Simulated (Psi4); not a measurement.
# SF6 (sulfur hexafluoride) at CAM-B3LYP/6-31G(d) (spherical functions)

What is the vertical ionisation energy of SF6 (sulfur hexafluoride) at CAM-B3LYP/6-31G* (spherical functions)? 

Program for the calculation: Psi4 1.11.

## 1. The structure to begin with

SF6 has 7 atoms, charge 0, and is taken as a singlet. SMILES: `FS(F)(F)(F)(F)F`. The shape is that of a PBE0-D4/def2-TZVP optimisation.

Bond lengths: F1–S2 1.565 Å, S2–F3 1.565 Å, S2–F4 1.565 Å, S2–F5 1.565 Å, S2–F6 1.565 Å, S2–F7 1.565 Å. Some angles: F1–S2–F3 90.0°, F1–S2–F4 90.0°, F1–S2–F5 180.0°, F1–S2–F6 90.0°, F1–S2–F7 90.0°, F3–S2–F4 180.0°, F3–S2–F5 90.0°, F3–S2–F6 90.0°, F3–S2–F7 90.0°, F4–S2–F5 90.0°.

## 2. The energy at CAM-B3LYP/6-31G(d) (spherical functions)

Input file f6s.json:

```json
{
  "schema_name": "qcschema_input",
  "schema_version": 1,
  "molecule": {
    "schema_name": "qcschema_molecule",
    "schema_version": 2,
    "symbols": ["F", "S", "F", "F", "F", "F", "F"],
    "geometry": [-1.06966058, -2.47249876, 1.22102764, 0.0, 0.0, 0.0, 2.20085063, 0.02367827, 1.97587874, -2.20077504, -0.02371606, -1.97597322, 1.06956609, 2.47257435, -1.22098984, -1.66156059, 1.62304797, 1.8312202, 1.66156059, -1.62308577, -1.83116351],
    "molecular_charge": 0,
    "molecular_multiplicity": 1,
    "fix_symmetry": "c1",
    "fix_com": true,
    "fix_orientation": true
  },
  "driver": "energy",
  "model": {
    "method": "cam-b3lyp",
    "basis": "6-31G*"
  },
  "keywords": {
    "reference": "rks",
    "puream": true,
    "e_convergence": 1e-09,
    "d_convergence": 1e-08,
    "scf_type": "pk",
    "dft_radial_points": 99,
    "dft_spherical_points": 590,
    "scf_properties": ["LOWDIN_CHARGES", "MAYER_INDICES", "WIBERG_LOWDIN_INDICES"]
  }
}
```

The run is started by

```bash
$ psi4 --qcschema f6s.json -n 1 --memory 2200MB
```

stdout:

```text
[...]
  Running in c1 symmetry.
[...]
  Nuclear repulsion =  565.564094729426415
[...]
  Multiplicity = 1
[...]
  Nalpha       = 35
  Nbeta        = 35
[...]
    Number of basis functions: 102
[...]
   @RKS iter   1:  -996.69781996858444    7.05717e-01   8.71220e-03 ADIIS/DIIS
[...]
   @RKS iter  10:  -996.97517324423359   -1.47793e-12   1.44205e-09 DIIS
[...]
    Orbital Energies [Eh]
    ---------------------
    Doubly Occupied:
       1A    -89.412586     2A    -24.833314     3A    -24.833294
       4A    -24.833289     5A    -24.833289     6A    -24.833229
       7A    -24.833226     8A     -8.414068     9A     -6.381717
      10A     -6.381717    11A     -6.381717    12A     -1.497957
      13A     -1.367148    14A     -1.367144    15A     -1.367143
      16A     -1.312289    17A     -1.312287    18A     -0.893321
      19A     -0.743101    20A     -0.743099    21A     -0.743098
      22A     -0.635208    23A     -0.635207    24A     -0.635205
      25A     -0.592625    26A     -0.592623    27A     -0.541448
      28A     -0.541447    29A     -0.541446    30A     -0.538284
      31A     -0.538283    32A     -0.538282    33A     -0.495317
      34A     -0.495317    35A     -0.495316
[...]
  @RKS Final Energy:  -996.97517324423359
   => Energetics <=
    Nuclear Repulsion Energy =            565.5640947294264151
    One-Electron Energy =               -2508.8520060098371687
    Two-Electron Energy =                1012.9723484359835766
    DFT Exchange-Correlation Energy =     -66.6596103998064251
    Empirical Dispersion Energy =           0.0000000000000000
    VV10 Nonlocal Energy =                  0.0000000000000000
    Total Energy =                       -996.9751732442335879
[...]
 Multipole Moments:
 ------------------------------------------------------------------------------------
     Multipole            Electronic (a.u.)      Nuclear  (a.u.)        Total (a.u.)
 ------------------------------------------------------------------------------------
 L = 1.  Multiply by 2.5417464519 to convert [e a0] to [Debye]
 Dipole X            :          0.0001813           -0.0001701            0.0000112
 Dipole Y            :         -0.0000087           -0.0000000           -0.0000087
 Dipole Z            :          0.0000006            0.0000001            0.0000007
 Magnitude           :                                                    0.0000141
[...]
```

The result, in JSON:

```text
{
 "driver": "energy",
 "model": {
  "method": "cam-b3lyp",
  "basis": "6-31G*"
 },
 "success": true,
 "return_result": -996.9751732442336,
 "properties": {
  "calcinfo_nbasis": 102,
  "calcinfo_nmo": 102,
  "calcinfo_nalpha": 35,
  "calcinfo_nbeta": 35,
  "calcinfo_natom": 7,
  "nuclear_repulsion_energy": 565.5640947294264,
  "return_energy": -996.9751732442336,
  "scf_one_electron_energy": -2508.852006009837,
  "scf_two_electron_energy": 1012.9723484359836,
  "scf_xc_energy": -66.65961039980643,
  "scf_dipole_moment": [1.1172242615709038e-05, -8.653620343218593e-06, 6.537559998909259e-07],
  "scf_total_energy": -996.9751732442336,
  "scf_iterations": 10
 }
}
```

Wall time 14 s (1 thread of AMD EPYC 9R45 (Zen 5), shared host); peak memory 1 GiB.

## 3. The doublet cation: energy and forces at UCAM-B3LYP/6-31G(d) (spherical functions)

Input file job.json:

```json
{
 "schema_name": "qcschema_input",
 "schema_version": 1,
 "molecule": {
  "schema_name": "qcschema_molecule",
  "schema_version": 2,
  "symbols": ["F", "S", "F", "F", "F", "F", "F"],
  "geometry": [-1.06966058, -2.47249876, 1.22102764, 0.0, 0.0, 0.0, 2.20085063, 0.02367827, 1.97587874, -2.20077504, -0.02371606, -1.97597322, 1.06956609, 2.47257435, -1.22098984, -1.66156059, 1.62304797, 1.8312202, 1.66156059, -1.62308577, -1.83116351],
  "molecular_charge": 1,
  "molecular_multiplicity": 2,
  "fix_symmetry": "c1",
  "fix_com": true,
  "fix_orientation": true
 },
 "driver": "gradient",
 "model": {
  "method": "cam-b3lyp",
  "basis": "6-31G*"
 },
 "keywords": {
  "reference": "uks",
  "puream": true,
  "e_convergence": 1e-09,
  "d_convergence": 1e-08,
  "scf_type": "pk",
  "dft_radial_points": 99,
  "dft_spherical_points": 590,
  "maxiter": 100,
  "scf_properties": ["MAYER_INDICES", "MULLIKEN_CHARGES", "DIPOLE"]
 }
}
```

The run is started by

```bash
$ psi4 --qcschema job.json -n 1 --memory 2200MB
```

stdout, shortened:

```text
[...]
  Running in c1 symmetry.
[...]
  Nuclear repulsion =  565.564094729426415
[...]
  Multiplicity = 2
[...]
  Nalpha       = 35
  Nbeta        = 34
[...]
    Number of basis functions: 102
[...]
   @UKS iter   1:  -996.16789709531406    1.23564e+00   7.93196e-03 ADIIS/DIIS
[...]
   @UKS iter  37:  -996.42411606622977    1.14824e-11   8.91545e-09 DIIS
[...]
   @S^2 Observed:                7.532143717E-01
[...]
  @UKS Final Energy:  -996.42411606622977
   => Energetics <=
    Nuclear Repulsion Energy =            565.5640947294264151
    One-Electron Energy =               -2488.6315485516706758
    Two-Electron Energy =                 992.9187096317959913
    DFT Exchange-Correlation Energy =     -66.2753718757815307
    Empirical Dispersion Energy =           0.0000000000000000
    VV10 Nonlocal Energy =                  0.0000000000000000
    Total Energy =                       -996.4241160662297716
  UHF NO Occupations:
  HONO-2 :   33  A 1.9995506
  HONO-1 :   34  A 1.9995505
[...]
 Multipole Moments:
[...]
  Mulliken Charges: (a.u.)
   Center  Symbol    Alpha    Beta     Spin     Total
       1     F     4.65622  4.47886  0.17736 -0.13508
       2     S     7.06261  7.12699 -0.06438  1.81041
       3     F     4.65624  4.47883  0.17741 -0.13506
       4     F     4.65624  4.47882  0.17741 -0.13506
       5     F     4.65622  4.47886  0.17736 -0.13508
       6     F     4.65624  4.47882  0.17742 -0.13506
       7     F     4.65624  4.47882  0.17741 -0.13506
   Total alpha = 35.00000, Total beta = 34.00000, Total charge =  1.00000
  Mayer Bond Indices:
[...]
  -Total Gradient:
     Atom            X                  Y                   Z
    ------   -----------------  -----------------  -----------------
       1        0.004958373450     0.011489794816    -0.005717163588
       2        0.000000657780    -0.000003816095     0.000000559843
       3       -0.010273150160    -0.000046065177    -0.009199039478
       4        0.010277474691     0.000042683553     0.009191422408
       5       -0.004961593946    -0.011480984904     0.005716302575
       6        0.007780679280    -0.007484387526    -0.008514926129
       7       -0.007782449335     0.007482820846     0.008522886492
[...]
```

The result, in JSON:

```text
{
 "driver": "gradient",
 "model": {
  "method": "cam-b3lyp",
  "basis": "6-31G*"
 },
 "success": true,
 "return_result": [0.00495837345013507, 0.011489794816187088, -0.0057171635884177285, 6.577796694315156e-07, -3.816094826633462e-06, 5.598426217939035e-07, -0.010273150159609723, -4.606517719536545e-05, -0.009199039477901183, 0.010277474690544353, 4.268355320725817e-05, 0.009191422407626937, -0.004961593946126566, -0.0114809849036214, 0.005716302575400151, 0.007780679279798669, -0.007484387526423719, -0.008514926129236267, -0.007782449335432456, 0.007482820845941762, 0.008522886492065285],
 "properties": {
  "calcinfo_nbasis": 102,
  "calcinfo_nmo": 102,
  "calcinfo_nalpha": 35,
  "calcinfo_nbeta": 34,
  "calcinfo_natom": 7,
  "nuclear_repulsion_energy": 565.5640947294264,
  "return_energy": -996.4241160662298,
  "return_gradient": [0.00495837345013507, 0.011489794816187088, -0.0057171635884177285, 6.577796694315156e-07, -3.816094826633462e-06, 5.598426217939035e-07, -0.010273150159609723, -4.606517719536545e-05, -0.009199039477901183, 0.010277474690544353, 4.268355320725817e-05, 0.009191422407626937, -0.004961593946126566, -0.0114809849036214, 0.005716302575400151, 0.007780679279798669, -0.007484387526423719, -0.008514926129236267, -0.007782449335432456, 0.007482820845941762, 0.008522886492065285],
  "scf_one_electron_energy": -2488.6315485516707,
  "scf_two_electron_energy": 992.918709631796,
  "scf_xc_energy": -66.27537187578153,
  "scf_dipole_moment": [-7.3997888102028675e-06, -6.780940146888792e-07, 1.3223909050008587e-06],
  "scf_total_energy": -996.4241160662298,
  "scf_total_gradient": [0.00495837345013507, 0.011489794816187088, -0.0057171635884177285, 6.577796694315156e-07, -3.816094826633462e-06, 5.598426217939035e-07, -0.010273150159609723, -4.606517719536545e-05, -0.009199039477901183, 0.010277474690544353, 4.268355320725817e-05, 0.009191422407626937, -0.004961593946126566, -0.0114809849036214, 0.005716302575400151, 0.007780679279798669, -0.007484387526423719, -0.008514926129236267, -0.007782449335432456, 0.007482820845941762, 0.008522886492065285],
  "scf_iterations": 37
 }
}
```

It took 76 s on 1 thread of AMD EPYC 9R45 (Zen 5), shared host; peak memory 1 GiB.

## 4. What came out

At CAM-B3LYP/6-31G* (spherical functions):

```
                                          quantity          value
                         singlet SF6: total energy  -996.97517 Eh
                        singlet SF6: dipole moment         0.00 D
                          singlet SF6: HOMO energy      -13.48 eV
                          singlet SF6: LUMO energy        0.41 eV
                        singlet SF6: HOMO–LUMO gap       13.88 eV
                      doublet cation: total energy  -996.42412 Eh
doublet cation: HOMO energy (highest over α and β)      -20.97 eV
 doublet cation: LUMO energy (lowest over α and β)      -16.51 eV
                              doublet cation: ⟨S²⟩          0.753
          doublet cation: largest force on an atom     0.709 eV/Å
vertical ionisation energy (to the doublet cation)      14.995 eV
```

What this shows: Removing an electron at fixed nuclei costs 15.00 eV (346 kcal/mol). The negative HOMO energy of the first species, 13.48 eV, lies 1.52 eV below that difference.
